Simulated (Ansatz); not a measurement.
**H5N2O2V: taking an electron away**

An exercise on one series of results from a longer session: the logs are not shown, and one member is left open.

The runs use Ansatz 0.2.0, Gaussian basis; unrestricted cation, the program's frozen cores in correlated methods.

Plan: UKS PBE-D4/def2-TZVPP; UKS r2SCAN-D4/def2-TZVPP; UKS PBE0-D4/def2-TZVPP; UKS B3LYP-D4/def2-TZVPP; UKS wB97X-V/def2-TZVPP; UKS wB97M-V/def2-TZVPP; UKS B2PLYP/def2-TZVPP; UHF-CCSD(T)/def2-TZVPP; UHF-MP2/def2-QZVPP; extrapolation to the limit; then −ε(HOMO) from the neutral's earlier runs with LDA (SPW92), PBE-D4, revPBE-D4, BLYP-D4, r2SCAN-D4, B97M-V, PBE0-D4, B3LYP-D4, r2SCANh-D4, r2SCAN0-D4, HSE06-D4, BHLYP-D4, CAM-B3LYP-D4, LC-ωPBE, ωB97X-V, ωB97M-V.

## Structure used throughout

An earlier PBE0-D4 in a triple-zeta def2 set relaxation fixed the geometry.

SMILES `[NH]=[V]([NH2])([OH])[OH]`, 10 atoms, charge 0, spin multiplicity 1.

Atoms are counted from 1 here; the program's logs count them from 0.

Bond lengths: N1–V2 1.607 Å, N1–H6 1.010 Å, V2–N3 1.828 Å, V2–O4 1.778 Å, V2–O5 1.778 Å, N3–H7 1.011 Å, N3–H8 1.006 Å, O4–H9 0.958 Å, O5–H10 0.958 Å. Angles: V2–N1–H6 175.8°, N1–V2–N3 104.1°, N1–V2–O4 111.4°, N1–V2–O5 111.4°, N3–V2–O4 110.7°, N3–V2–O5 110.7°, O4–V2–O5 108.5°, V2–N3–H7 120.6°, V2–N3–H8 127.2°, H7–N3–H8 112.1°, V2–O4–H9 123.2°, V2–O5–H10 123.2°.

The first run:

Contents of in.yaml:

```yaml
crystal:
  periodic: [false, false, false]
  atoms:
    - {symbol: N, position_ang: [-1.106295, 0.505557, -0.902980]}
    - {symbol: V, position_ang: [0.070168, 0.208235, 0.151201]}
    - {symbol: N, position_ang: [0.502591, -1.542931, -0.145777]}
    - {symbol: O, position_ang: [-0.482825, 0.443638, 1.824334]}
    - {symbol: O, position_ang: [1.475928, 1.259159, -0.131704]}
    - {symbol: H, position_ang: [-1.848097, 0.760763, -1.539476]}
    - {symbol: H, position_ang: [1.229360, -1.992708, 0.394533]}
    - {symbol: H, position_ang: [0.089773, -2.165972, -0.818772]}
    - {symbol: H, position_ang: [-1.395243, 0.624213, 2.055292]}
    - {symbol: H, position_ang: [1.547842, 1.848844, -0.883749]}
basis:
  gaussian: {orbitals: def2-TZVPP}
total_charge: 1
magnetization: {spin_polarized: true, initial_magnetization: 1}
hamiltonian: {xc: pbe, dispersion: d4}
```

Run with:

```sh
ansatz run in.yaml --threads 2 --pin off --events-out ev --progress --plain --max-ram 32768MiB --backend cpu
```

Steps of the session up to this table: Cation, UKS PBE-D4/def2-TZVPP; Cation, UKS r2SCAN-D4/def2-TZVPP; Cation, UKS PBE0-D4/def2-TZVPP; Cation, UKS B3LYP-D4/def2-TZVPP; Cation, UKS wB97X-V/def2-TZVPP; Cation, UKS wB97M-V/def2-TZVPP; Cation, UKS B2PLYP (frozen core)/def2-TZVPP; Cation, UHF-CCSD(T)/def2-TZVPP; Cation, UHF-MP2/def2-QZVPP.

One table of the session follows, with a row left open; its other results are not shown here.

It belongs to the step «Ionisation energies side by side». For comparison, −ε(HOMO) of the neutral from earlier runs:

| functional | −ε(HOMO) (eV) |
| --- | --- |
| LDA (SPW92) | 6.12 |
| PBE-D4 | 5.92 |
| revPBE-D4 | 5.85 |
| BLYP-D4 | 5.81 |
| r2SCAN-D4 | 6.23 |
| B97M-V | 6.28 |
| PBE0-D4 | 7.33 |
| B3LYP-D4 | 7.10 |
| r2SCANh-D4 | 6.75 |
| r2SCAN0-D4 | ? |
| HSE06-D4 | 6.92 |
| BHLYP-D4 | 8.66 |
| CAM-B3LYP-D4 | 8.74 |
| LC-ωPBE | 10.09 |
| ωB97X-V | 9.72 |
| ωB97M-V | 9.64 |

Q: Estimate the row for r2SCAN0-D4 from the others.

Worked estimate for «−ε(HOMO) (eV)». Against the share of exact exchange, r2SCAN-D4 (0, 6.23), r2SCANh-D4 (0.1, 6.75) give a slope of 5.20 per unit share; at 0.25 the line stands at 7.53.

As computed: −ε(HOMO) (eV): 7.55. In «−ε(HOMO) (eV)» the line misses by -0.02.

To keep in mind: The cation may have settled in a state other than its lowest; no search over hole states beyond the program's own was made.
